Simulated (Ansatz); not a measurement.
# InOF₂ radical (SMILES [O][In]([F])[F]): a rigid scan of the bond length O1–In2

How does the energy rise as the bond length O1–In2 leaves its equilibrium value, and do density functionals follow CCSD(T)? No other atom is relaxed.

Program: Ansatz 0.2.0, Gaussian basis. Level of theory: single points in def2-TZVPP. These are calculated values, not measurements.

Levels: PBE-D4, r2SCAN-D4, PBE0-D4, B3LYP-D4, wB97M-V, Hartree-Fock, MP2, CCSD, CCSD(T). The scan takes 1.785, 1.825, 1.883, 1.951, 2.026, 2.108, 2.194 Å.

Correlated methods freeze the cores. Filled d shells of the heavier atoms are correlated. Core potentials replace the inner electrons past krypton, and spin-orbit coupling is left out. Orbitals are unrestricted. B3LYP uses VWN-RPA correlation.

30 further runs of the same task are left out: 30 set aside as unsound or not needed.

### 1 Where the work starts

The minimum, relaxed at PBE0-D4: SMILES `[O][In]([F])[F]`, 4 atoms, charge 0, spin multiplicity 2.

Atoms are counted from 1 here; the program's logs count them from 0.

Bond lengths: O1–In2 1.983 Å, In2–F3 1.924 Å, In2–F4 1.924 Å. Angles: O1–In2–F3 122.1°, O1–In2–F4 122.1°, F3–In2–F4 115.7°.

As a file:

```xyz
4
charge 0, multiplicity 2
O    -1.0320   -0.0296    1.6983
In    0.0055   -0.0152    0.0085
F     1.4575   -1.2365   -0.3113
F    -0.3755    1.2210   -1.4158
```

Energies of the minimum (eV), from earlier single points: PBE-D4 -12650.32939, r2SCAN-D4 -12656.22309, PBE0-D4 -12650.02310, B3LYP-D4 -12659.23491, wB97M-V -12654.18900, CCSD(T) -12628.19956.

At the minimum the bond length O1–In2 is 1.983 Å.

### 2 O1–In2 = 1.785 Å

ccsdt-tzvpp/in.yaml reads:

```yaml
crystal:
  periodic: [false, false, false]
  atoms:
    - {symbol: O, position_ang: [-1.032013, -0.029587, 1.698338]}
    - {symbol: In, position_ang: [-0.098065, -0.016657, 0.177220]}
    - {symbol: F, position_ang: [1.353867, -1.237949, -0.142594]}
    - {symbol: F, position_ang: [-0.479120, 1.219590, -1.247014]}
basis:
  gaussian: {orbitals: def2-TZVPP}
magnetization: {spin_polarized: true, initial_magnetization: 1}
correlation: {method: ccsd_t}
scf: {omitted_lower_state_checks: [cluster_reference]}
```

The command line of these runs was not kept.

The runs that follow: O1–In2 = 1.825 Å; O1–In2 = 1.883 Å; O1–In2 = 1.951 Å; O1–In2 = 2.026 Å; O1–In2 = 2.108 Å; O1–In2 = 2.194 Å.

Q: Predict the outcome of this session. Wanted: highest point, CCSD(T); lowest point, CCSD(T); minimum along the scan, CCSD(T); RMS deviation from CCSD(T); largest T1 diagnostic.

**Answer**, as computed:

| quantity | value |
| --- | --- |
| highest point, CCSD(T) | 54.3 kJ/mol at 1.785 Å |
| lowest point, CCSD(T) | 0.0 kJ/mol at 1.983 Å |
| minimum along the scan, CCSD(T) | 1.987 Å |
| curvature there | 19.4 eV/Å² |
| RMS deviation from CCSD(T) | PBE-D4 3.9, r2SCAN-D4 1.7, PBE0-D4 2.0, B3LYP-D4 2.4, wB97M-V 1.3, Hartree-Fock 3.5, MP2 3.2, CCSD 1.7 kJ/mol |
| largest T1 diagnostic | 0.021 |

**Reading.** A polynomial through the near points puts the CCSD(T) minimum 0.004 Å above the PBE0-D4 value. The well is lopsided: squeezing costs more than stretching by the same length. Curvature against CCSD(T): PBE-D4 -17 %, Hartree-Fock +14 %. wB97M-V follows the CCSD(T) curve best and PBE-D4 worst. 2 further points are left out, because the reference changes its state there.
